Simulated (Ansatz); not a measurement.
# LaSi3Ir: the cost of one run

Program: Ansatz 0.2.0. Level of theory: DFT r2SCAN, scalar-relativistic, plane waves, PAW. These are calculated values, not measurements.

### Step 1. The structure to begin with

Symmetry: I4mm, No. 107, tetragonal system. Conventional cell: a = 4.278 Å, b = 4.278 Å, c = 9.830 Å, α = 90.00°, β = 90.00°, γ = 90.00°. La (site symmetry 4mm) is surrounded by 12 Si at 3.15 to 3.34 Å and 5 Ir at 3.39 Å. Si (site symmetry 2mm) is surrounded by 2 Ir at 2.38 Å and 2 Si at 2.60 Å and 4 La at 3.17 to 3.34 Å. Si (site symmetry 4mm) is surrounded by 1 Ir at 2.40 Å and 4 Si at 2.60 Å and 4 La at 3.15 Å. Around Ir (site symmetry 4mm) lie 5 Si at 2.38 to 2.40 Å.

As a file:

```xyz
5
Lattice="-2.1390 2.1390 4.9150 2.1390 -2.1390 4.9150 2.1390 2.1390 -4.9150" Properties=species:S:1:pos:R:3 pbc="T T T"
La    0.0000    0.0000    0.0000
Si    0.0000    2.1390    2.5705
Si    2.1390    0.0000    2.5705
Si    0.0000    0.0000    4.0421
Ir    0.0000    0.0000    6.4416
```

Source of the structure: the Crystallography Open Database.

(A quick probe on a coarse mesh, which set the mesh and smearing, is not shown.)

### Step 3. Full relaxation

input.yaml reads:

```yaml
crystal:
  lattice:
    - [-2.139, 2.139, 4.915]
    - [2.139, -2.139, 4.915]
    - [2.139, 2.139, -4.915]
  atoms:
    - { symbol: La, position: [0.0, 0.0, 0.0] }
    - { symbol: Si, position: [0.7615, 0.2615, 0.5] }
    - { symbol: Si, position: [0.2615, 0.7615, 0.5] }
    - { symbol: Si, position: [0.4112, 0.4112, 0.0] }
    - { symbol: Ir, position: [0.6553, 0.6553, 0.0] }
basis:
  ecutwfc: 500
kpoints:
  mp_grid: { grid: [12, 12, 12] }
hamiltonian:
  xc: r2scan
scf:
  occupations: { method: gaussian, width: 0.1 }
output:
  forces: true
  stress: true
  eigenvalues: true
  write_density: true
  write_potential: true
  elf: true
  volumetric_format: npy
relax:
  adjacent_minimum: "off"
  f_tol: 0.005
  max_steps: 80
  cell: { stress_tol: 0.05 }
```

Command:

```console
$ ansatz run input.yaml --threads 4 --pin off --max-ram 10240MiB --backend cpu --events-out ev --progress --plain --runs-dir out
```

What time and memory should one allow on 4 threads of Arm Neoverse V2, shared host?

About 1.9 min, with a peak of 1.1 GiB.
